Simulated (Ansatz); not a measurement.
**CCSD(T)/def2-SVP (core potential) run of SnSiH3F3 (SMILES [F][Sn]([F])([F])[SiH3])**

What is the vertical singlet–triplet gap of SnSiH3F3 at CCSD(T)/def2-SVP (core potential)? 

The results are computed with Ansatz 0.2.0.

35 further runs of the same task are left out: 35 set aside as unsound or not needed. Runs told in other sessions of the task aren't counted.

## 1. The structure to begin with

The species is SnSiH3F3 (8 atoms), meant as a singlet with charge 0. As SMILES, `[F][Sn]([F])([F])[SiH3]`. Geometry: relaxed at PBE0-D4/def2-TZVP.

Bond lengths: F1–Sn2 1.903 Å, Sn2–F3 1.903 Å, Sn2–F4 1.903 Å, Sn2–Si5 2.560 Å, Si5–H6 1.480 Å, Si5–H7 1.480 Å, Si5–H8 1.479 Å. Some angles: F1–Sn2–F3 103.4°, F1–Sn2–F4 103.4°, F1–Sn2–Si5 115.2°, F3–Sn2–F4 103.4°, F3–Sn2–Si5 114.9°, F4–Sn2–Si5 115.0°, Sn2–Si5–H6 106.5°, Sn2–Si5–H7 106.3°, Sn2–Si5–H8 106.6°, H6–Si5–H7 112.3°.

## 2. A single-point energy at CCSD(T)/def2-SVP (core potential)

Input file job.yaml:

```yaml
crystal:
  periodic: [false, false, false]
  atoms:
    - {symbol: F, position_ang: [0.165300, -2.193800, 1.388300]}
    - {symbol: Sn, position_ang: [0.794500, -0.774800, 0.288000]}
    - {symbol: F, position_ang: [2.267700, -0.076200, 1.269200]}
    - {symbol: F, position_ang: [1.622500, -1.679600, -1.166800]}
    - {symbol: Si, position_ang: [-0.973200, 0.954100, -0.377000]}
    - {symbol: H, position_ang: [-1.479100, 1.542100, 0.882900]}
    - {symbol: H, position_ang: [-0.282200, 1.951000, -1.224200]}
    - {symbol: H, position_ang: [-2.023600, 0.220100, -1.116300]}
basis:
  gaussian: {orbitals: def2-SVP}
correlation: {method: ccsd_t, frozen_orbitals: {F: 1, H: 0, Si: 5, Sn: 4}}
accuracy: high
scf: {omitted_lower_state_checks: [cluster_reference, increment]}
```

On the command line:

```sh
$ ansatz run job.yaml --threads 1 --pin off --max-ram 2610MiB --events-out events.jsonl --progress --plain --runs-dir runs
```

Output:

```text
Warning: RAYON_NUM_THREADS=1 ignored (pool sized by the plan → 1); use --threads N
Functional definition: HF
  name "HF"
  exchange = exact_x
  correlation = 0
these checks for a lower state are left out or cut short: cluster_reference, increment
2198 factors; integrals over basis functions are off by at most 5.1e-9 eV
mean field evaluation 1: about -21820.7346 eV, gradient 4.9e1 eV
mean field evaluation 2: about -21820.8664 eV, gradient 4.9e1 eV
mean field evaluation 4: about -21825.8382 eV, gradient 2.6e0 eV
mean field evaluation 8: about -21825.9040 eV, gradient 1.6e-1 eV
mean field evaluation 16: about -21825.9042 eV, gradient 2.7e-8 eV
mean field -21825.90422786 eV, -802.0871862447 hartree, gradient 2.7e-8 eV, S^2 0.000000; 0 other end points of the search recorded, 0 dependent functions left out
12 core orbitals not correlated: weight in the atoms' cores, before any rotation towards them, 1.000 or more for the frozen orbitals, at most 0.000 for the correlated occupied ones
reference -21825.90422786 eV, -802.0871862447 hartree; 21, 21 occupied and 68, 68 virtual orbitals, 2198 factors
second order -20.89856318 eV of doubles, -0.00000000 eV of singles
cycle   1  -21.02034206 eV  change   -1.2e-1 eV  update   1.3e-1
cycle   2  -21.55070214 eV  change   -5.3e-1 eV  update   4.1e-2
cycle   3  -21.71705714 eV  change   -1.7e-1 eV  update   2.2e-2
cycle   4  -21.70982069 eV  change    7.2e-3 eV  update   4.9e-3
cycle   5  -21.70458125 eV  change    5.2e-3 eV  update   2.1e-3
cycle   6  -21.70481028 eV  change   -2.3e-4 eV  update   5.6e-4
cycle   7  -21.70470066 eV  change    1.1e-4 eV  update   2.0e-4
cycle   8  -21.70455592 eV  change    1.4e-4 eV  update   6.7e-5
cycle   9  -21.70454745 eV  change    8.5e-6 eV  update   2.6e-5
cycle  10  -21.70457821 eV  change   -3.1e-5 eV  update   1.1e-5
cycle  11  -21.70457030 eV  change    7.9e-6 eV  update   4.0e-6
cycle  12  -21.70457049 eV  change   -1.9e-7 eV  update   1.4e-6
cycle  13  -21.70457163 eV  change   -1.1e-6 eV  update   4.6e-7
cycle  14  -21.70457146 eV  change    1.6e-7 eV  update   1.8e-7
cycle  15  -21.70457164 eV  change   -1.8e-7 eV  update   7.1e-8
cycle  16  -21.70457170 eV  change   -5.8e-8 eV  update   3.6e-8
cycle  17  -21.70457206 eV  change   -3.7e-7 eV  update   1.3e-7
cycle  18  -21.70457203 eV  change    3.1e-8 eV  update   3.2e-8
cycle  19  -21.70457204 eV  change   -8.5e-9 eV  update   1.0e-8
cycle  20  -21.70457204 eV  change    2.4e-9 eV  update   3.7e-9
perturbative correction -0.39934346 eV, -0.0146756014 hartree
Total energy: -21848.00814336 eV, -802.8994901566 hartree
Checks for a lower state left out: cluster_reference, increment
```

Run time: 70 s. Hardware: 1 thread of Arm Neoverse V2, shared host; peak memory 0.76 GiB.

## 3. The triplet, same level

Input file in.yaml:

```yaml
basis:
  gaussian:
    orbitals: def2-SVP
crystal:
  periodic: [false, false, false]
  atoms:
    - symbol: F
      position_ang: [0.165300, -2.193800, 1.388300]
    - symbol: Sn
      position_ang: [0.794500, -0.774800, 0.288000]
    - symbol: F
      position_ang: [2.267700, -0.076200, 1.269200]
    - symbol: F
      position_ang: [1.622500, -1.679600, -1.166800]
    - symbol: Si
      position_ang: [-0.973200, 0.954100, -0.377000]
    - symbol: H
      position_ang: [-1.479100, 1.542100, 0.882900]
    - symbol: H
      position_ang: [-0.282200, 1.951000, -1.224200]
    - symbol: H
      position_ang: [-2.023600, 0.220100, -1.116300]
magnetization:
  spin_polarized: true
  initial_magnetization: 2
correlation:
  method: ccsd_t
  frozen_orbitals: {F: 1, H: 0, Si: 5, Sn: 4}
accuracy: high
scf:
  omitted_lower_state_checks: [cluster_reference, increment]
```

On the command line:

```sh
$ ansatz run in.yaml --threads 1 --pin off --max-ram 2610MiB --events-out events.jsonl --progress --plain --runs-dir runs
```

Output:

```text
Warning: RAYON_NUM_THREADS=1 ignored (pool sized by the plan → 1); use --threads N
[... 4 set-up lines as earlier in the session ...]
these checks for a lower state are left out or cut short: cluster_reference, increment
2198 factors; integrals over basis functions are off by at most 5.1e-9 eV
mean field evaluation 1: about -21813.5534 eV, gradient 3.5e1 eV
mean field evaluation 2: about -21813.7161 eV, gradient 3.5e1 eV
mean field evaluation 4: about -21819.1875 eV, gradient 2.7e0 eV
mean field evaluation 8: about -21819.3887 eV, gradient 2.6e-1 eV
mean field evaluation 16: about -21819.3912 eV, gradient 2.8e-8 eV
mean field evaluation 32: about -21819.3058 eV, gradient 5.5e-1 eV
mean field evaluation 64: about -21819.3849 eV, gradient 2.8e-1 eV
mean field evaluation 96: about -21818.9114 eV, gradient 2.2e-1 eV
mean field evaluation 128: about -21819.3905 eV, gradient 1.4e-1 eV
mean field evaluation 160: about -21819.3912 eV, gradient 1.0e-5 eV
mean field -21819.39123668 eV, -801.8478382335 hartree, gradient 4.8e-8 eV, S^2 2.018428; 9 other end points of the search recorded, 0 dependent functions left out
12 core orbitals not correlated: weight in the atoms' cores, before any rotation towards them, 1.000 or more for the frozen orbitals, at most 0.000 for the correlated occupied ones
reference -21819.39123668 eV, -801.8478382335 hartree; 22, 20 occupied and 67, 69 virtual orbitals, 2198 factors
second order -20.95720322 eV of doubles, -0.00000000 eV of singles
cycle   1  -20.97906203 eV  change   -2.2e-2 eV  update   1.5e-1
cycle   2  -21.57688220 eV  change   -6.0e-1 eV  update   5.5e-2
cycle   3  -21.79990309 eV  change   -2.2e-1 eV  update   3.7e-2
cycle   4  -21.81138039 eV  change   -1.1e-2 eV  update   1.4e-2
cycle   5  -21.80083090 eV  change    1.1e-2 eV  update   9.5e-3
cycle   6  -21.80456107 eV  change   -3.7e-3 eV  update   4.6e-3
cycle   7  -21.80759618 eV  change   -3.0e-3 eV  update   2.6e-3
cycle   8  -21.80796713 eV  change   -3.7e-4 eV  update   1.1e-3
cycle   9  -21.80826237 eV  change   -3.0e-4 eV  update   6.1e-4
cycle  10  -21.80830474 eV  change   -4.2e-5 eV  update   3.4e-4
cycle  11  -21.80806651 eV  change    2.4e-4 eV  update   2.4e-4
cycle  12  -21.80814813 eV  change   -8.2e-5 eV  update   1.9e-4
cycle  13  -21.80811572 eV  change    3.2e-5 eV  update   1.6e-4
cycle  14  -21.80819245 eV  change   -7.7e-5 eV  update   1.2e-4
cycle  15  -21.80823531 eV  change   -4.3e-5 eV  update   7.6e-5
cycle  16  -21.80824762 eV  change   -1.2e-5 eV  update   3.9e-5
cycle  17  -21.80823193 eV  change    1.6e-5 eV  update   2.0e-5
cycle  18  -21.80822684 eV  change    5.1e-6 eV  update   1.1e-5
cycle  19  -21.80822598 eV  change    8.6e-7 eV  update   5.5e-6
cycle  20  -21.80822881 eV  change   -2.8e-6 eV  update   3.2e-6
cycle  21  -21.80822993 eV  change   -1.1e-6 eV  update   1.8e-6
cycle  22  -21.80823029 eV  change   -3.6e-7 eV  update   1.1e-6
cycle  23  -21.80822973 eV  change    5.7e-7 eV  update   5.3e-7
cycle  24  -21.80822928 eV  change    4.5e-7 eV  update   3.1e-7
cycle  25  -21.80822910 eV  change    1.8e-7 eV  update   2.1e-7
cycle  26  -21.80822904 eV  change    5.9e-8 eV  update   1.7e-7
cycle  27  -21.80822904 eV  change   7.0e-10 eV  update   1.3e-7
cycle  28  -21.80822905 eV  change   -1.2e-8 eV  update   1.1e-7
cycle  29  -21.80822908 eV  change   -3.1e-8 eV  update   7.9e-8
cycle  30  -21.80822908 eV  change    2.4e-9 eV  update   5.8e-8
cycle  31  -21.80822898 eV  change    9.7e-8 eV  update   1.1e-7
cycle  32  -21.80822898 eV  change  -9.6e-10 eV  update   4.3e-8
cycle  33  -21.80822897 eV  change    1.0e-8 eV  update   2.6e-8
cycle  34  -21.80822897 eV  change  -2.4e-10 eV  update   1.7e-8
cycle  35  -21.80822897 eV  change    6.0e-9 eV  update   1.0e-8
cycle  36  -21.80822897 eV  change    3.0e-9 eV  update   6.3e-9
cycle  37  -21.80822896 eV  change    1.2e-9 eV  update   4.4e-9
perturbative correction -0.48710366 eV, -0.0179007294 hartree
Total energy: -21841.68656931 eV, -802.6671765951 hartree
Checks for a lower state left out: cluster_reference, increment
```

Wall time 6.8 min (1 thread of Arm Neoverse V2, shared host); peak memory 1.8 GiB.

## 4. What came out

Level: CCSD(T)/def2-SVP (core potential), 12 core orbitals frozen.

```
                                             quantity          value
                                singlet: total energy  -802.89949 Eh
singlet: correlation energy (12 core orbitals frozen)     -812.3 mEh
                              singlet: (T) correction     -14.68 mEh
                               singlet: T1 diagnostic          0.014
                                triplet: total energy  -802.66718 Eh
triplet: correlation energy (12 core orbitals frozen)     -819.3 mEh
                              triplet: (T) correction     -17.90 mEh
           triplet: ⟨S²⟩ of the reference determinant          2.018
                               triplet: T1 diagnostic          0.021
     vertical energy of the triplet above the singlet       6.322 eV
```

In words: At this shape the triplet lies 6.32 eV (146 kcal/mol) above the singlet. The triples (singlet) make up 1.8 % of the correlation energy. The triples (triplet) make up 2.2 % of the correlation energy.
